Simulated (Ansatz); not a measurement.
# NO2 (nitrogen dioxide): UCAM-B3LYP/STO-3G

What is the electronic atomisation energy of NO2 (nitrogen dioxide) at UCAM-B3LYP/STO-3G? 

Program for the calculation: Ansatz 0.2.0.

42 further runs of the same task are left out: 8 that didn't finish, 34 set aside as unsound or not needed.

## 1. The molecule

NO2 has 3 atoms, charge 0, and is taken as a doublet. SMILES: `[O]N=O`. The shape is that of a GFN2-xTB optimisation.

Bond lengths: O1–N2 1.181 Å, N2–O3 1.181 Å. Angles: O1–N2–O3 137.9°.

## 2. The energy at UCAM-B3LYP/STO-3G

run.yaml

```yaml
crystal:
  periodic: [false, false, false]
  atoms:
    - {symbol: O, position_ang: [0.201690, -1.092400, -0.004860]}
    - {symbol: "N", position_ang: [-0.247880, -0.008390, -0.136210]}
    - {symbol: O, position_ang: [0.046180, 1.100790, 0.141070]}
basis:
  gaussian:
    orbitals: STO-3G
hamiltonian:
  xc: {name: CAM-B3LYP}
magnetization:
  spin_polarized: true
  initial_magnetization: 1
accuracy: high
```

Command:

```console
ansatz run run.yaml --threads 1 --pin off --max-ram 2610MiB --events-out events.jsonl --progress --plain --runs-dir runs
```

Log:

```text
Warning: RAYON_NUM_THREADS=1 ignored (pool sized by the plan → 1); use --threads N
Functional definition: CAM-B3LYP
  name "CAM-B3LYP"
  parameter alpha = 0.19
  parameter beta = 0.46
  parameter omega = 0.33/bohr
  parameter ac = 0.81
  exchange = (1 - alpha - beta)*b88_x + beta*b88_x_sr(omega) + alpha*exact_x + beta*exact_x_lr(omega)
  correlation = (1 - ac)*vwn5_c + ac*lyp_c
252 factors; integrals over basis functions are off by at most 3.7e-8 eV
121 factors; integrals over basis functions are off by at most 7.4e-10 eV
mean field evaluation 1: about -5498.1346 eV, gradient 2.2e1 eV
mean field evaluation 2: about -5498.1418 eV, gradient 2.2e1 eV
mean field evaluation 4: about -5500.5854 eV, gradient 1.7e-1 eV
mean field evaluation 8: about -5500.5832 eV, gradient 7.1e-3 eV
mean field evaluation 16: about -5500.5832 eV, gradient 2.7e-6 eV
mean field -5500.58322653 eV, -202.1427051457 hartree, gradient 7.9e-9 eV, S^2 0.752134; 0 other end points of the search recorded, 0 dependent functions left out
reference -5500.58323395 eV, -202.1427054185 hartree; 12, 11 occupied and 3, 4 virtual orbitals, 252 factors
Total energy: -5500.58323395 eV, -202.1427054185 hartree
```

It took 1.4 s on 1 thread of Arm Neoverse V1, shared host; peak memory 0.11 GiB.

## 3. The N atom at the same level

in.yaml

```yaml
basis:
  gaussian:
    orbitals: STO-3G
crystal:
  periodic: [false, false, false]
  atoms:
    - {symbol: N, position_ang: [0.000000, 0.000000, 0.000000]}
accuracy: high
hamiltonian:
  xc: {name: CAM-B3LYP}
magnetization:
  spin_polarized: true
  initial_magnetization: 3
```

Run the same way, it converges to -53.86224 Eh (log not shown).

## 4. The O atom, same level

molecule.yaml

```yaml
crystal:
  periodic: [false, false, false]
  atoms:
    - {symbol: O, position_ang: [0.000000, 0.000000, 0.000000]}
basis:
  gaussian:
    orbitals: STO-3G
magnetization:
  spin_polarized: true
  initial_magnetization: 2
hamiltonian:
  xc: {name: CAM-B3LYP}
accuracy: high
```

Run the same way, it converges to -74.00745 Eh (log not shown).

## 5. Summary of results

At UCAM-B3LYP/STO-3G:

```
                     quantity          value
       molecule: total energy  -202.14271 Eh
               molecule: ⟨S²⟩          0.752
         N atom: total energy   -53.86224 Eh
                 N atom: ⟨S²⟩          3.750
         O atom: total energy   -74.00745 Eh
                 O atom: ⟨S²⟩          2.000
electronic atomisation energy       7.226 eV
```

**Reading.** Taking the molecule apart into free atoms costs 7.23 eV (697 kJ/mol), before zero-point energy and without spin-orbit coupling. In a minimal basis such a difference can be off by several eV, whatever the method.
